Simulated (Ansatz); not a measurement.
# CH₃ClS₂W: up Jacob's ladder to CCSD(T)

The task here is to estimate one member of a computed series from the others.

Computed with Ansatz 0.2.0, Gaussian basis. Level: functionals in def2-TZVPP, the program's frozen cores in correlated methods.

Plan: LDA (SPW92), PBE-D4, revPBE-D4, BLYP-D4, r2SCAN-D4, B97M-V, PBE0-D4, B3LYP-D4, r2SCANh-D4, r2SCAN0-D4, HSE06-D4, BHLYP-D4, CAM-B3LYP-D4, LC-ωPBE, ωB97X-V, ωB97M-V, B2PLYP, PBE-QIDH; CCSD(T)/def2-SVP; CCSD(T)/def2-TZVPP; MP2/def2-QZVPP; extrapolation to the limit; RPA on PBE.

## The geometry

All runs share one geometry, relaxed beforehand with PBE0-D4 in a triple-zeta def2 set. W takes the def2 core potential; no spin-orbit term is included.

SMILES `[CH3][W](=[S])(=[S])[Cl]`, 8 atoms, charge 0, spin multiplicity 1.

Atoms are counted from 1 here; the program's logs count them from 0.

Bond lengths: C1–W2 2.089 Å, C1–H6 1.095 Å, C1–H7 1.091 Å, C1–H8 1.095 Å, W2–S3 2.113 Å, W2–S4 2.113 Å, W2–Cl5 2.250 Å. Angles: W2–C1–H6 108.0°, W2–C1–H7 112.9°, W2–C1–H8 108.0°, H6–C1–H7 108.9°, H6–C1–H8 110.1°, H7–C1–H8 108.9°, C1–W2–S3 104.3°, C1–W2–S4 104.3°, C1–W2–Cl5 110.1°, S3–W2–S4 110.0°, S3–W2–Cl5 113.6°, S4–W2–Cl5 113.6°.

Set-up of the first run:

File in.yaml:

```yaml
crystal:
  periodic: [false, false, false]
  atoms:
    - {symbol: C, position_ang: [-0.908619, -0.200237, 0.648218]}
    - {symbol: W, position_ang: [0.764534, 0.173566, -0.545171]}
    - {symbol: S, position_ang: [2.336113, -0.856614, 0.421181]}
    - {symbol: S, position_ang: [0.311718, -0.759064, -2.386399]}
    - {symbol: Cl, position_ang: [1.112288, 2.389767, -0.718950]}
    - {symbol: H, position_ang: [-0.723334, 0.232167, 1.637416]}
    - {symbol: H, position_ang: [-1.119818, -1.264603, 0.761798]}
    - {symbol: H, position_ang: [-1.772872, 0.285017, 0.181887]}
basis:
  gaussian: {orbitals: def2-TZVPP}
hamiltonian: {xc: lda}
output: {orbitals: {seedname: orbitals}}
```

Launch:

```sh
> ansatz run in.yaml --threads 4 --pin off --events-out ev --progress --plain --max-ram 10444MiB
```

Among the steps run: LDA; PBE-D4 (GGA); revPBE-D4 (GGA); BLYP-D4 (GGA); r2SCAN-D4 (meta-GGA); B97M-V (meta-GGA); PBE0-D4 (hybrid); B3LYP-D4 (hybrid); r2SCANh-D4 (hybrid); r2SCAN0-D4 (hybrid); HSE06-D4 (hybrid); BHLYP-D4 (hybrid); CAM-B3LYP-D4 (range-separated); LC-ωPBE (range-separated); ωB97X-V (range-separated); ωB97M-V (range-separated); B2PLYP (double hybrid); PBE-QIDH (double hybrid).

One of the session's tables, all rows but one given; the rest of the session is left out.

It belongs to the step «Frontier levels by functional». 

| functional | HOMO (eV) | LUMO (eV) | gap (eV) |
| --- | --- | --- | --- |
| LDA (SPW92) | -6.48 | -4.13 | 2.35 |
| PBE-D4 | -6.34 | -3.94 | 2.41 |
| revPBE-D4 | -6.29 | -3.86 | 2.42 |
| BLYP-D4 | -6.15 | -3.78 | 2.37 |
| r2SCAN-D4 | -6.61 | -3.90 | 2.71 |
| B97M-V | -6.65 | -3.85 | 2.80 |
| PBE0-D4 | -7.43 | -3.22 | 4.21 |
| B3LYP-D4 | -7.19 | -3.38 | 3.81 |
| r2SCANh-D4 | -7.01 | -3.63 | 3.38 |
| r2SCAN0-D4 | -7.61 | -3.20 | 4.41 |
| HSE06-D4 | -7.05 | -3.60 | 3.45 |
| BHLYP-D4 | -8.35 | -2.30 | 6.05 |
| CAM-B3LYP-D4 | -8.60 | -2.16 | 6.44 |
| LC-ωPBE | -9.91 | -1.16 | 8.75 |
| ωB97X-V | ? | ? | ? |
| ωB97M-V | -9.40 | -1.19 | 8.21 |

**Question.** Estimate the row for ωB97X-V.

The run gave: HOMO (eV): -9.57; LUMO (eV): -1.19; gap (eV): 8.38. In the column «HOMO (eV)» it lies between LC-ωPBE (-9.91) and ωB97M-V (-9.40).
